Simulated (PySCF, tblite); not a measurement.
# C₄H₅BF₂O₂: geometry, infrared bands and NMR shifts

Wanted: the infrared bands and NMR shifts of C₄H₅BF₂O₂ (`C/C(=C/OC=O)B(F)F`), by calculation.

Programs: tblite 0.8.0 and PySCF 2.14.0, with density-fitted response routines of our own. Each step states its level of theory. These are calculated values for one molecule in the gas phase, unless marked as measured. Atoms are numbered from 0 throughout.

## (1) The starting structure

14 atoms, charge 0, multiplicity 1; geometry from: force field or distance geometry start.

Bonds of the start (Å): C0–C1 1.47, C1–C2 1.33, C2–O3 1.38, O3–C4 1.39, C4–O5 1.26, C1–B6 1.58, B6–F7 1.47, B6–F8 1.46, C0–H9 1.13, C0–H10 1.13, C0–H11 1.11, C2–H12 1.10, C4–H13 1.11.

## (2) Optimising the geometry with GFN2-xTB

The job: settings as JSON, then the geometry in Å.

```
{"job": {"kind": "relax", "xc": "GFN2-xTB", "basis": "xTB"}, "charge": 0, "multiplicity": 1}
C     -1.903300    -0.586600     0.541800
C     -0.557600    -0.111800     0.168800
C      0.363500    -0.919900    -0.351300
O      1.623300    -0.484900    -0.706800
C      2.564900     0.040300     0.172600
O      2.351200     0.204000     1.401400
B     -0.247100     1.407200     0.462500
F     -0.189600     1.812800     1.877300
F     -0.825700     2.416500    -0.411900
H     -2.516500     0.227000     1.019200
H     -1.890600    -1.488000     1.220000
H     -2.439200    -0.890200    -0.377400
H      0.109700    -1.973800    -0.535300
H      3.556200     0.347000    -0.223200
```

Run with:

```console
> OMP_NUM_THREADS=1 python probes_run.py task.json out
```

This one command runs all jobs of the session in turn.

**Question.** This job is followed by: GFN2-xTB harmonic vibrations, gas phase; GIAO PBE0/pcSseg-1 NMR shielding, non-relativistic, gas phase. What will the session give for the following? strongest single infrared mode (GFN2-xTB); zero-point energy (GFN2-xTB); ¹³C shifts against TMS (PBE0/pcSseg-1); ¹H shifts against TMS (PBE0/pcSseg-1, means over atoms taken as alike); ¹⁷O shifts against H2O (PBE0/pcSseg-1); ¹¹B shifts against BF3·OEt2 (PBE0/pcSseg-1); ¹⁹F shifts against CFCl3 (PBE0/pcSseg-1, means over atoms taken as alike).

As calculated:

| quantity | value |
| --- | --- |
| strongest single infrared mode (GFN2-xTB) | 1633 cm⁻¹, 582 km/mol |
| zero-point energy (GFN2-xTB) | 57.4 kcal/mol |
| ¹³C shifts against TMS (PBE0/pcSseg-1) | 171.1, 148.5, 145.4, 12.6 ppm |
| ¹H shifts against TMS (PBE0/pcSseg-1, means over atoms taken as alike) | 8.09, 6.78, 2.04 ppm |
| ¹⁷O shifts against H2O (PBE0/pcSseg-1) | 349.0, 264.3 ppm |
| ¹¹B shifts against BF3·OEt2 (PBE0/pcSseg-1) | 0.5 ppm |
| ¹⁹F shifts against CFCl3 (PBE0/pcSseg-1, means over atoms taken as alike) | -135.0 ppm |

Over 88 steps the energy fell by 2.048 eV; of the close pairs, O5–B6 changed most, 3.013 to 1.659 Å. The lowest mode is imaginary (166i cm⁻¹), so the xTB geometry is not a minimum. The strongest single mode, at 1633 cm⁻¹, is carried by C4, O5, C1, C2. GFN2-xTB is a fitted tight-binding method: band positions and strengths are rough. Its intensities can rank the bands wrongly. The most deshielded carbon is C4 (ester carbonyl carbon), at 171.1 ppm: it is a carbonyl in resonance with an O or N lone pair, the region of acids, esters and amides. At PBE0/pcSseg-1: The widest tensor belongs to O5: span 512 ppm, with a paramagnetic part of -412 ppm.
